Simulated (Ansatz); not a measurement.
# CuF3HOP: the cost of one run

Program: Ansatz 0.2.0. Level of theory: RKS B3LYP-D4/def2-SVP. These are calculated values, not measurements.

### Step 1. The system as given

SMILES `[OH][Cu-][P+](F)(F)F`, 7 atoms, charge 0, spin multiplicity 1.

Atoms are counted from 1 here; the program's logs count them from 0.

Bond lengths: O1–Cu2 1.769 Å, O1–H7 0.975 Å, Cu2–P3 2.095 Å, P3–F4 1.601 Å, P3–F5 1.603 Å, P3–F6 1.602 Å. Angles: Cu2–O1–H7 112.6°, O1–Cu2–P3 179.1°, Cu2–P3–F4 116.4°, Cu2–P3–F5 120.2°, Cu2–P3–F6 120.3°, F4–P3–F5 98.6°, F4–P3–F6 98.9°, F5–P3–F6 98.0°.

Coordinates:

```mol
CuF3HOP
  3D, bonds by distance, orders not assigned

  7  6  0  0  0  0  0  0  0  0999 V2000
    1.2733   -2.4111    0.2868 O   0  0
    0.5121   -0.8220    0.1337 Cu  0  0
   -0.3680    1.0724   -0.0246 P   0  0
   -1.8683    1.1148   -0.5807 F   0  0
    0.2755    2.1824   -0.9852 F   0  0
   -0.5604    1.9868    1.2772 F   0  0
    0.7359   -3.1233   -0.1073 H   0  0
  1  2  8  0
  1  7  8  0
  2  3  8  0
  3  4  8  0
  3  5  8  0
  3  6  8  0
M  END
```

This geometry comes from a loose relaxation at PBE in a small basis, which is not shown.

### Step 3. Setting up the map

The axes are (1) bond length Cu2–P3: 9 values from 1.825 to 2.971 Å; (2) bond length P3–F4: 9 values from 1.299 to 2.377 Å.

Nothing else is relaxed (all other coordinates rigid). Energies count from the relaxed molecule at the same level. Points are written as (first, second).

(The set-up runs are not shown.)

### Step 4. Point (2.111 Å, 1.569 Å)

input.yaml

```yaml
crystal:
  periodic: [false, false, false]
  atoms:
    - { symbol: O, position_ang: [1.292451, -2.41387, 0.242154] }
    - { symbol: Cu, position_ang: [0.507041, -0.832529, 0.106722] }
    - { symbol: P, position_ang: [-0.376952, 1.079406, -0.032491] }
    - { symbol: F, position_ang: [-1.846852, 1.142341, -0.577646] }
    - { symbol: F, position_ang: [0.276815, 2.183063, -0.964318] }
    - { symbol: F, position_ang: [-0.562964, 1.957808, 1.274244] }
    - { symbol: H, position_ang: [0.743232, -3.156269, -0.040403] }
basis:
  gaussian: { orbitals: def2-SVP }
hamiltonian:
  xc: { name: B3LYP }
  dispersion: d4
output:
  forces: true
```

Command:

```
> ansatz run input.yaml --threads 1 --pin off --max-ram 2560MiB --backend cpu --events-out ev --progress --plain --runs-dir out
```

**Question.** How long does this run take on 1 thread of Arm Neoverse V1, shared host, and how much memory does it need?

About 6.2 s, with a peak of 0.24 GiB.
